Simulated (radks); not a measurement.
**Valence configurations of Te⁺**

An exercise on one series of results from a longer session: the logs are not shown, and one member is left open.

The numbers are computed with radks (a radial shooting solver on a logarithmic mesh, Libxc functionals) version 1 (Dirac Kohn-Sham, PBE, spin-unpolarised, spherical densities, finite nucleus; open shells fill j = l - 1/2 first), except any that are marked as measured or tabulated.

### What is computed

| Quantity | Value |
| --- | --- |
| element | tellurium (Z = 52) |
| charge | +1 |
| electrons | 51 |
| configuration | [Kr] 4d10 5s2 5p3 |
| nuclear rms radius | 4.7423 fm |
| others tried | 4d10 5s1 5p4; 4d9 5s2 5p4; 4d8 5s2 5p5; 4d9 5s1 5p5; 4d9.5 5s2 5p3.5; 4d8 5s1 5p6 |

The first run:

Settings of this run:

```text
Z 52
configuration [Kr] 4d10 5s2 5p3
relativity Dirac
functional pbe,pbe
spin unpolarised
j_filling energy
nucleus finite rms 4.7423 fm
c 137.035999084
```

Among the steps run: [Kr] 4d10 5s2 5p3.

One table of the session follows, with a row left open; its other results are not shown here.

It belongs to the step «[Kr] 4d10 5s2 5p3». From the orbitals of this run (lengths in bohr):

| level | <r> | outermost maximum (interpolated) | 90 % within | nodes |
| --- | --- | --- | --- | --- |
| 4s1/2 | 0.7646 | 0.701 | 1.10 | 3 |
| 4p1/2 | 0.8016 | 0.722 | 1.17 | 2 |
| 4p3/2 | ? | ? | ? | ? |
| 4d3/2 | 0.9639 | 0.806 | 1.48 | 1 |
| 4d5/2 | 0.9760 | 0.815 | 1.50 | 1 |
| 5s1/2 | 2.036 | 1.78 | 2.97 | 4 |
| 5p1/2 | 2.422 | 2.05 | 3.60 | 3 |
| 5p3/2 | 2.521 | 2.14 | 3.74 | 3 |

Estimate the missing values for 4p3/2.

**Answer.** <r>: 0.8302; outermost maximum (interpolated): 0.746; 90 % within: 1.22; nodes: 2. In the column «<r>» it lies between 4p1/2 (0.8016) and 4d3/2 (0.9639).
